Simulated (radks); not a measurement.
**Fractional charge and spin in the 3p shell of sulfur**

An exercise on one series of results from a longer session: the logs are not shown, and one member is left open.

Program: radks (a radial shooting solver on a logarithmic mesh, Libxc functionals) version 1. Level of theory: non-relativistic Kohn-Sham, BLYP, spin-polarised, spherical densities, point nucleus. These are calculated values, not measurements, unless marked.

## Starting point

```
element       : sulfur (Z = 16)
configuration : [Ne] 3s2 3p(up 2, down 2)
```

A shell typed twice in an input gives spin up, then spin down.

Set-up of the first run:

Input:

```text
Z 16
configuration [Ne] 3s2 3p2 3p2
relativity non-relativistic
functional b88,lyp
spin polarised
nucleus point
```

Launch:

```bash
$ python run_ks.py task.json out
```

This one command runs every case of the session in turn.

Among the steps run: 3p: up 2, down 2.

One of the session's tables, all rows but one given; the rest of the session is left out.

It belongs to the step «3p: up 2, down 2». From the orbitals of this run (lengths in bohr):

```
level      <r>  outermost maximum (interpolated)  90 % within  nodes
   1s  0.09729                            0.0637        0.174      0
   2s        ?                                 ?            ?      ?
   2p   0.4433                             0.326        0.739      0
   3s    1.697                              1.41         2.59      2
   3p    2.079                              1.60         3.32      1
```

Estimate the missing values for 2s.

**Answer.** <r>: 0.4815; outermost maximum (interpolated): 0.390; 90 % within: 0.755; nodes: 1. In the column «<r>» it lies between 2p (0.4433) and 3s (1.697).
